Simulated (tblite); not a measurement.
# C7H10ClNSi: the cost of one run

The runs use tblite 0.8.0 and PySCF 2.14.0, with density-fitted response routines of our own; the level of theory stands in each step. All values are computed, except where a source is named. Atoms count from 0, in the outputs and in this text.

## 1. The starting structure

20 atoms, charge 0, multiplicity 1; geometry from: force field or distance geometry start.

Bonds of the start (Å): Cl0–C1 1.79, C1–C2 1.54, C2–Si3 1.88, Si3–C4 1.86, C4–C5 1.39, C5–C6 1.39, C6–C7 1.38, C7–C8 1.38, C8–N9 1.35, N9–C4 1.36, C1–H10 1.09, C1–H11 1.09, C2–H12 1.09, C2–H13 1.09, Si3–H14 1.49, Si3–H15 1.51, C5–H16 1.09, C6–H17 1.09, C7–H18 1.09, C8–H19 1.08.

## 2. Relaxing the molecule with GFN2-xTB

Job settings and geometry (Å):

```
{"job": {"kind": "relax", "xc": "GFN2-xTB", "basis": "xTB"}, "charge": 0, "multiplicity": 1}
Cl     4.115700    -0.371100    -1.635600
C      2.599300     0.302000    -0.951100
C      2.405400    -0.250300     0.469200
Si     0.928600     0.485800     1.368900
C     -0.676400     0.153100     0.487500
C     -1.761300    -0.482400     1.086500
C     -2.917900    -0.683800     0.345300
C     -2.968700    -0.250200    -0.966000
C     -1.854700     0.365500    -1.499800
N     -0.721000     0.580000    -0.805600
H      1.787500     0.012400    -1.616400
H      2.694000     1.385100    -0.947000
H      3.284700    -0.050300     1.081300
H      2.281400    -1.336800     0.421300
H      1.137800     1.947500     1.568900
H      0.861400    -0.127100     2.748500
H     -1.709200    -0.813800     2.125000
H     -3.776200    -1.185400     0.800800
H     -3.866800    -0.396700    -1.563900
H     -1.848800     0.727100    -2.520700
```

Run with:

```bash
OMP_NUM_THREADS=1 python probes_run.py task.json out
```

This one command runs all jobs of the session in turn.

Q: Estimate the wall time of this first job on 1 thread of Arm Neoverse N1, shared host.

About 1.1 s.
